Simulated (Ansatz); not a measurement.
# Cl2F2Ga2H2: the cost of one run

Method: the settings change from run to run; program: Ansatz 0.2.0, Gaussian basis.

## Step 1: The geometry

An earlier PBE0-D4 in a triple-zeta def2 set relaxation fixed the geometry.

SMILES `[F][Ga@H-]1[Cl+][Ga@@H-]([F])[Cl+]1`, 8 atoms, charge 0, spin multiplicity 1.

Atoms are counted from 1 here; the program's logs count them from 0.

Bond lengths: F1–Ga2 1.744 Å, Ga2–Cl3 2.332 Å, Ga2–Cl6 2.332 Å, Ga2–H7 1.540 Å, Cl3–Ga4 2.332 Å, Ga4–F5 1.744 Å, Ga4–Cl6 2.332 Å, Ga4–H8 1.540 Å. Angles: F1–Ga2–Cl3 104.7°, F1–Ga2–Cl6 104.7°, F1–Ga2–H7 126.0°, Cl3–Ga2–Cl6 90.7°, Cl3–Ga2–H7 112.4°, Cl6–Ga2–H7 112.4°, Ga2–Cl3–Ga4 89.3°, Cl3–Ga4–F5 104.7°, Cl3–Ga4–Cl6 90.7°, Cl3–Ga4–H8 112.4°, F5–Ga4–Cl6 104.7°, F5–Ga4–H8 126.0°, Cl6–Ga4–H8 112.4°, Ga2–Cl6–Ga4 89.3°.

## Step 2: B3LYP/def2-TZVP

This run has unrestricted orbitals, high accuracy.

File in.yaml:

```yaml
crystal:
  periodic: [false, false, false]
  atoms:
    - {symbol: F, position_ang: [2.735532, -0.003146, 0.171241]}
    - {symbol: Ga, position_ang: [1.253857, 0.552130, 0.903589]}
    - {symbol: Cl, position_ang: [-0.112752, -1.335340, 0.980411]}
    - {symbol: Ga, position_ang: [-1.353610, -0.476029, -0.796634]}
    - {symbol: F, position_ang: [-0.865425, -1.423042, -2.176804]}
    - {symbol: Cl, position_ang: [0.005997, 1.416763, -0.865935]}
    - {symbol: H, position_ang: [1.138689, 1.411317, 2.176946]}
    - {symbol: H, position_ang: [-2.802299, -0.142653, -0.392823]}
basis:
  gaussian: {orbitals: def2-TZVP}
magnetization: {spin_polarized: true, initial_magnetization: 0}
hamiltonian: {xc: {name: B3LYP}}
accuracy: high
```

Run with:

```bash
ansatz run in.yaml --threads 4 --pin off --events-out ev --progress --plain --max-ram 10444MiB
```

What time and memory should one allow on 4 threads of Arm Neoverse V1, shared host?

About 38 s, with a peak of 2.4 GiB.
